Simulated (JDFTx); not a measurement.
The system is SrMg.

```xyz
2
Lattice="3.9000 0.0000 0.0000 0.0000 3.9000 0.0000 0.0000 0.0000 3.9000" Properties=species:S:1:pos:R:3 pbc="T T T"
Sr    1.9500    1.9500    1.9500
Mg    0.0000    0.0000    0.0000
```

```yaml
Program: JDFTx 1.7.0 (patched build)
Task: single point
Functional: PBEsol
Potentials_or_basis: PseudoDojo-SR-PBEsol-0.4.1-standard with smoothed tails
Cutoff: 1143 eV
Density_cutoff: 9143 eV
k_mesh: 7 × 7 × 7
Occupations: fermi-dirac, width 0.05 eV
Spin: no spin polarisation
```

On this cell: pressure 5.0 GPa; largest force zero by symmetry; band gap on the k mesh none (metal or under the smearing width).

The same run follows on a disturbed copy (atoms moved at random, drawn with an rms of 0.05 Å):

```
Sr Mg
1.0
     3.90000    0.00000    0.00000
     0.00000    3.90000    0.00000
     0.00000    0.00000    3.90000
Sr Mg
1 1
Direct
  0.49415 0.50113 0.50580
  0.99787 0.00699 0.98499
```

Q: What changes?

A: The energy (extrapolated to zero smearing) moves by +5.8 meV/atom; pressure 5.1 GPa; largest force 0.270 eV/Å; band gap on the k mesh none (metal or under the smearing width).

Forces in eV/Å, atoms in the order of the input:
```
Sr   0.046  0.073 -0.256
Mg  -0.046 -0.073  0.256
```

Stress tensor (GPa, compression positive):
```
 5.11  0.01 -0.02
 0.01  5.11 -0.04
-0.02 -0.04  5.02
```

Caveats: the empty levels aren't tightly converged.
